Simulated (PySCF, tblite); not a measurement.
**C4H5BrF2Ge: geometry, infrared bands and NMR shifts**

Wanted: the infrared bands and NMR shifts of C4H5BrF2Ge (`[F][GeH]([F])[CH2]C#CCBr`), by calculation.

Computed with tblite 0.8.0 and PySCF 2.14.0, with density-fitted response routines of our own, on a single molecule in the gas phase. Atoms are numbered from 0 throughout.

## 1. The molecule as given

13 atoms, charge 0, multiplicity 1; geometry from: force field or distance geometry start.

Bonds of the start (Å): F0–Ge1 1.76, Ge1–F2 1.76, Ge1–C3 1.95, C3–C4 1.48, C4–C5 1.21, C5–C6 1.47, C6–Br7 1.92, Ge1–H8 1.55, C3–H9 1.11, C3–H10 1.09, C6–H11 1.10, C6–H12 1.13.

## 2. Geometry optimisation with GFN2-xTB

Job settings and geometry (Å):

```
{"job": {"kind": "relax", "xc": "GFN2-xTB", "basis": "xTB"}, "charge": 0, "multiplicity": 1}
F      1.286000     1.836000     1.148600
Ge     2.229600     0.947900    -0.048500
F      3.778600     0.520100     0.665500
C      1.239000    -0.572400    -0.752600
C     -0.174900    -0.501600    -0.304200
C     -1.331600    -0.414600     0.034900
C     -2.728200    -0.283900     0.461600
Br    -3.671500    -1.954800     0.346500
H      2.418000     1.914900    -1.241600
H      1.692000    -1.549500    -0.464700
H      1.244400    -0.531300    -1.840000
H     -3.176400     0.518400    -0.141700
H     -2.809600     0.071300     1.534700
```

Command:

```console
> OMP_NUM_THREADS=1 python probes_run.py task.json out
```

The driver reads the jobs from task.json and runs them one after another.

The log of the run:

```text
step      E/eV     max force
  0    -723.75380    1.985
  1    -723.87093    0.947
  2    -723.93880    0.550
  3    -723.96392    0.540
  4    -723.99996    1.046
  5    -724.01135    2.214
  6    -724.04269    0.524
  7    -724.05364    0.294
  8    -724.06233    0.378
  9    -724.07099    0.338
 10    -724.08311    0.418
 11    -724.09327    0.285
 12    -724.09971    0.211
 13    -724.10345    0.158
 14    -724.10665    0.143
 15    -724.10996    0.164
 16    -724.11350    0.183
 17    -724.11679    0.135
 18    -724.11940    0.129
 19    -724.12166    0.118
 20    -724.12405    0.160
 21    -724.12638    0.126
 22    -724.12806    0.116
 23    -724.12904    0.072
 24    -724.12977    0.095
 25    -724.13052    0.094
 26    -724.13116    0.074
 27    -724.13152    0.051
 28    -724.13173    0.044
 29    -724.13190    0.049
 30    -724.13209    0.036
 31    -724.13230    0.033
 32    -724.13252    0.041
 33    -724.13279    0.061
 34    -724.13306    0.059
 35    -724.13325    0.033
 36    -724.13335    0.028
 37    -724.13342    0.023
 38    -724.13352    0.032
 39    -724.13364    0.032
 40    -724.13376    0.030
 41    -724.13386    0.036
 42    -724.13397    0.031
 43    -724.13408    0.037
 44    -724.13418    0.031
 45    -724.13425    0.023
 46    -724.13431    0.020
 47    -724.13440    0.030
 48    -724.13451    0.039
 49    -724.13462    0.036
 50    -724.13470    0.021
 51    -724.13475    0.020
 52    -724.13481    0.024
 53    -724.13492    0.040
 54    -724.13506    0.049
 55    -724.13520    0.039
 56    -724.13531    0.026
 57    -724.13540    0.026
 58    -724.13550    0.030
 59    -724.13562    0.038
 60    -724.13575    0.028
 61    -724.13585    0.034
 62    -724.13595    0.036
 63    -724.13608    0.046
 64    -724.13627    0.059
 65    -724.13646    0.048
 66    -724.13660    0.029
 67    -724.13668    0.028
 68    -724.13677    0.029
 69    -724.13688    0.042
 70    -724.13703    0.043
 71    -724.13716    0.028
 72    -724.13722    0.012
 73    -724.13724    0.012
 74    -724.13726    0.012
 75    -724.13729    0.015
 76    -724.13734    0.019
 77    -724.13740    0.021
 78    -724.13747    0.026
 79    -724.13756    0.027
 80    -724.13769    0.027
 81    -724.13786    0.037
 82    -724.13804    0.033
 83    -724.13820    0.031
 84    -724.13837    0.033
 85    -724.13864    0.040
 86    -724.13933    0.057
 87    -724.13998    0.109
 88    -724.14054    0.196
 89    -724.14305    0.141
 90    -724.14340    0.151
 91    -724.14571    0.087
 92    -724.14692    0.111
 93    -724.14870    0.062
 94    -724.14906    0.043
 95    -724.14924    0.034
 96    -724.14951    0.049
 97    -724.14991    0.066
 98    -724.15051    0.066
 99    -724.15127    0.060
100    -724.15168    0.061
101    -724.15209    0.056
102    -724.15249    0.064
103    -724.15305    0.065
104    -724.15343    0.094
105    -724.15402    0.059
106    -724.15435    0.035
107    -724.15460    0.087
108    -724.15467    0.111
109    -724.15477    0.030
110    -724.15482    0.025
111    -724.15485    0.034
112    -724.15490    0.030
113    -724.15496    0.014
114    -724.15501    0.022
115    -724.15505    0.020
116    -724.15508    0.018
117    -724.15511    0.010
```

Wall time 1.1 s (1 thread of Intel Xeon at 2.70GHz, shared host).

Step by step: (not every step is listed)

| step | energy from step 0 (eV) | largest force (eV/Å) |
| --- | --- | --- |
| 0 | 0.0000 | 1.9848 |
| 1 | -0.1171 | 0.9475 |
| 2 | -0.1850 | 0.5496 |
| 3 | -0.2101 | 0.5398 |
| 4 | -0.2462 | 1.0457 |
| 5 | -0.2576 | 2.2137 |
| 6 | -0.2889 | 0.5236 |
| 7 | -0.2998 | 0.2944 |
| 8 | -0.3085 | 0.3779 |
| 18 | -0.3656 | 0.1288 |
| 28 | -0.3779 | 0.0439 |
| 38 | -0.3797 | 0.0323 |
| 48 | -0.3807 | 0.0391 |
| 58 | -0.3817 | 0.0302 |
| 68 | -0.3830 | 0.0287 |
| 78 | -0.3837 | 0.0263 |
| 88 | -0.3867 | 0.1957 |
| 98 | -0.3967 | 0.0660 |
| 108 | -0.4009 | 0.1105 |
| 112 | -0.4011 | 0.0304 |
| 113 | -0.4012 | 0.0145 |
| 114 | -0.4012 | 0.0219 |
| 115 | -0.4013 | 0.0201 |
| 116 | -0.4013 | 0.0184 |
| 117 | -0.4013 | 0.0100 |

Close pairs (by a distance rule), those that changed most:

| bond | before (Å) | after (Å) | change (Å) |
| --- | --- | --- | --- |
| C6–Br7 | 1.922 | 1.983 | +0.060 |
| Ge1–C3 | 1.946 | 2.005 | +0.058 |
| C3–C4 | 1.485 | 1.438 | -0.047 |
| C6–H12 | 1.133 | 1.090 | -0.043 |
| Ge1–H8 | 1.547 | 1.506 | -0.041 |
| C5–C6 | 1.466 | 1.435 | -0.032 |
| F0–Ge1 | 1.764 | 1.742 | -0.022 |
| C3–H9 | 1.115 | 1.096 | -0.019 |

The next job starts from the end point, and lists it.

## 3. Vibrational analysis with GFN2-xTB

Job settings and geometry (Å):

```
{"job": {"kind": "ir", "xc": "GFN2-xTB", "basis": "xTB"}, "charge": 0, "multiplicity": 1}
F      2.168701     1.623701     1.341322
Ge     2.190256     1.063923    -0.308246
F      3.874433     0.661797    -0.517420
C      1.183601    -0.668531    -0.373684
C     -0.222733    -0.527379    -0.109623
C     -1.385347    -0.360030     0.140859
C     -2.795566    -0.264122     0.386330
Br    -3.774519    -1.727027    -0.526176
H      1.999948     2.326928    -1.106861
H      1.652690    -1.300257     0.388568
H      1.340122    -1.124092    -1.353831
H     -3.209956     0.663191    -0.009384
H     -3.026017    -0.367616     1.446675
```

The log of the run:

```text
mode    cm-1     km/mol
  1       6.2      8.45
  2      19.3      4.89
  3      54.2      2.06
  4      69.6      1.62
  5     129.4      2.78
  6     152.4     26.85
  7     177.3     20.80
  8     210.9      6.49
  9     283.9      1.00
 10     330.7      2.33
 11     364.7      4.81
 12     465.3    168.39
 13     478.2    144.44
 14     549.7     22.64
 15     566.6     86.18
 16     574.1     31.55
 17     584.2     58.29
 18     731.0     51.54
 19     796.6     17.35
 20     853.2      2.53
 21    1069.7      4.61
 22    1112.9      1.53
 23    1138.9     11.00
 24    1188.8     68.71
 25    1233.0      5.31
 26    1372.3      7.48
 27    1394.8      3.60
 28    1890.6    330.67
 29    2382.6     32.21
 30    2910.1      3.28
 31    2947.8      4.25
 32    2978.6      0.78
 33    2981.1      2.15
```

It took 0.61 s on 1 thread of Intel Xeon at 2.70GHz, shared host.

The strongest bands and the atoms that carry them (share of the mass-weighted mode):

| cm⁻¹ | km/mol | atoms |
| --- | --- | --- |
| 465 | 168.4 | F0 37 %, F2 34 %, Ge1 18 % |
| 478 | 144.4 | F2 40 %, F0 36 %, Ge1 24 % |
| 567 | 86.2 | H8 70 %, C6 13 % |
| 584 | 58.3 | H8 34 %, C3 22 %, C6 21 % |
| 731 | 51.5 | H10 31 %, H9 29 %, C3 28 % |
| 1189 | 68.7 | H12 41 %, H11 41 % |
| 1891 | 330.7 | H8 98 % |
| 2383 | 32.2 | C4 49 %, C5 49 % |

## 4. Nuclear shieldings: PBE0/pcSseg-1

Same as in step 3 but for these lines:

```diff
@@ -1,2 +1,2 @@
-{"job": {"kind": "ir", "xc": "GFN2-xTB", "basis": "xTB"}, "charge": 0, "multiplicity": 1}
+{"job": {"kind": "nmr", "xc": "PBE0", "basis": "pcSseg-1"}, "charge": 0, "multiplicity": 1}
 F      2.168701     1.623701     1.341322
```

Method: GIAO PBE0/pcSseg-1 NMR shielding, non-relativistic, gas phase.

The log of the run:

```text
coarse grid: 58432 points
cycle   1  E = -5004.6362936347  dE = -1.040e+00  |g| = 1.402e+00  |ddm| = 4.091e+00
cycle   2  E = -5004.3637931306  dE =  2.725e-01  |g| = 1.863e+00  |ddm| = 2.085e+00
cycle   3  E = -5004.8132637727  dE = -4.495e-01  |g| = 3.089e-01  |ddm| = 1.407e+00
cycle   4  E = -5004.8256386136  dE = -1.237e-02  |g| = 9.665e-02  |ddm| = 2.553e-01
cycle   5  E = -5004.8267080801  dE = -1.069e-03  |g| = 3.741e-02  |ddm| = 9.141e-02
cycle   6  E = -5004.8269965883  dE = -2.885e-04  |g| = 1.458e-02  |ddm| = 3.585e-02
cycle   7  E = -5004.8270447924  dE = -4.820e-05  |g| = 1.568e-03  |ddm| = 1.226e-02
cycle   8  E = -5004.8270451666  dE = -3.742e-07  |g| = 5.050e-04  |ddm| = 1.727e-03
final grid: 121016 points
cycle   9  E = -5004.8270761962  dE = -5.512e-10  |g| = 6.486e-04  |ddm| = 2.886e-03
cycle  10  E = -5004.8270761145  dE =  8.177e-08  |g| = 8.703e-04  |ddm| = 1.348e-03
cycle  11  E = -5004.8270762959  dE = -1.814e-07  |g| = 9.544e-05  |ddm| = 8.182e-04
cycle  12  E = -5004.8270762974  dE = -1.550e-09  |g| = 2.671e-05  |ddm| = 8.381e-05
cycle  13  E = -5004.8270762976  dE = -1.555e-10  |g| = 3.887e-06  |ddm| = 2.332e-05
converged SCF energy = -5004.8270762976

GIAO shielding tensors (ppm)
atom      isotropic    diamagn.    paramagn.     s11        s22        s33       span
  0 F      335.161     477.144    -141.984    250.423    368.568    386.490    136.067
  1 Ge    1299.777    2753.438   -1453.661   1213.653   1277.767   1407.911    194.258
  2 F      327.412     473.380    -145.968    243.726    361.938    376.572    132.846
  3 C      171.044     257.497     -86.454    154.665    171.279    187.187     32.522
  4 C       98.878     259.971    -161.093     23.841     28.558    244.234    220.393
  5 C      100.837     263.092    -162.255      5.336     20.306    276.868    271.532
  6 C      155.408     245.116     -89.708    132.262    154.296    179.667     47.405
  7 Br    2087.570    3121.363   -1033.793   1359.401   1848.706   3054.605   1695.204
  8 H       25.480      26.510      -1.031     19.311     19.692     37.436     18.125
  9 H       28.729      29.621      -0.892     23.098     28.559     34.528     11.430
 10 H       29.060      29.112      -0.053     23.103     29.028     35.048     11.945
 11 H       27.610      27.434       0.176     20.353     27.590     34.888     14.535
 12 H       27.541      27.027       0.514     20.300     27.470     34.852     14.552
```

Wall time 62 s (1 thread of Intel Xeon at 2.70GHz, shared host); peak memory 0.96 GiB.

The references, computed at this level on geometries of the same kind, shield at (ppm): 1H TMS 31.72, 13C TMS 186.9, 19F CFCl3 170.9, 73Ge GeMe4 1331, 79Br HBr 2622. Their shielding less the atom's gives the shift. The references are single molecules in the gas phase, so shifts against H2O, NH3, PH3, H3PO4 or CFCl3 are not on the usual liquid scales and can be off by tens of ppm. Atoms listed in one row are averaged.

| atoms | environment | σ (ppm) | δ (ppm) |
| --- | --- | --- | --- |
| C4 | alkyne carbon | 98.9 | 88.0 |
| C5 | alkyne carbon | 100.8 | 86.1 |
| C6 | propargylic sp3 CH2 bonded to Br | 155.4 | 31.5 |
| C3 | propargylic sp3 CH2 bonded to Ge | 171.0 | 15.9 |
| H8 | hydrogen on a germanium bonded to C, 2 F | 25.48 | 6.24 |
| H11, H12 | hydrogen on a propargylic sp3 CH2 bonded to Br | 27.58 | 4.14 |
| H9, H10 | hydrogen on a propargylic sp3 CH2 bonded to Ge | 28.89 | 2.82 |
| F0, F2 | fluorine bonded to Ge | 331.3 | -160.3 |
| Ge1 | germanium bonded to C, 2 F, H | 1300 | 31 |
| Br7 | bromine bonded to C | 2088 | 534 |

The run also stored atomic charges by several schemes (e):

| atoms | Mulliken | IAO | Hirshfeld | ESP fit |
| --- | --- | --- | --- | --- |
| F0, F2 | -0.49 | -0.53 | -0.25 | -0.35 |
| Ge1 | 1.18 | 1.34 | 0.58 | 0.86 |
| C3 | -0.52 | -0.52 | -0.11 | -0.61 |
| C4 | 0.02 | -0.04 | -0.05 | -0.06 |
| C5 | -0.07 | -0.06 | -0.06 | 0.17 |
| C6 | -0.23 | -0.30 | -0.03 | -0.74 |
| Br7 | -0.16 | -0.06 | -0.06 | -0.04 |

Mayer bond orders: F0–Ge1 0.82, Ge1–F2 0.80, Ge1–C3 0.91, C3–C4 1.10, C4–C5 2.43, C5–C6 1.12, C6–Br7 1.05.

## 5. Results

```
                                                                 quantity                       value
                                strongest single infrared mode (GFN2-xTB)       1891 cm⁻¹, 331 km/mol
                                             zero-point energy (GFN2-xTB)               45.7 kcal/mol
                                   13C shifts against TMS (PBE0/pcSseg-1)  88.0, 86.1, 31.5, 15.9 ppm
   1H shifts against TMS (PBE0/pcSseg-1, means over atoms taken as alike)        6.24, 4.14, 2.82 ppm
19F shifts against CFCl3 (PBE0/pcSseg-1, means over atoms taken as alike)                  -160.3 ppm
                                73Ge shifts against GeMe4 (PBE0/pcSseg-1)                      31 ppm
                                  79Br shifts against HBr (PBE0/pcSseg-1)                     534 ppm
```

Relaxing lowered the energy by 0.401 eV in 117 steps; the close pair that moved most is C6–Br7, from 1.922 to 1.983 Å. No mode is imaginary among the 33: a minimum at this level. The strongest single mode, at 1891 cm⁻¹, moves mainly H8. GFN2-xTB is a fitted tight-binding method: band positions and strengths are rough. Its intensities can rank the bands wrongly. C6 stands next to heavy halogen, whose spin-orbit shielding this run leaves out, so the computed shift lies too far downfield, most of all for carbon beside Br or I. At PBE0/pcSseg-1: The largest span, 1695 ppm, is at Br7, where the paramagnetic term is -1034 ppm. Spin-orbit coupling is left out, which matters for shieldings and couplings at and beside the heavy atoms.
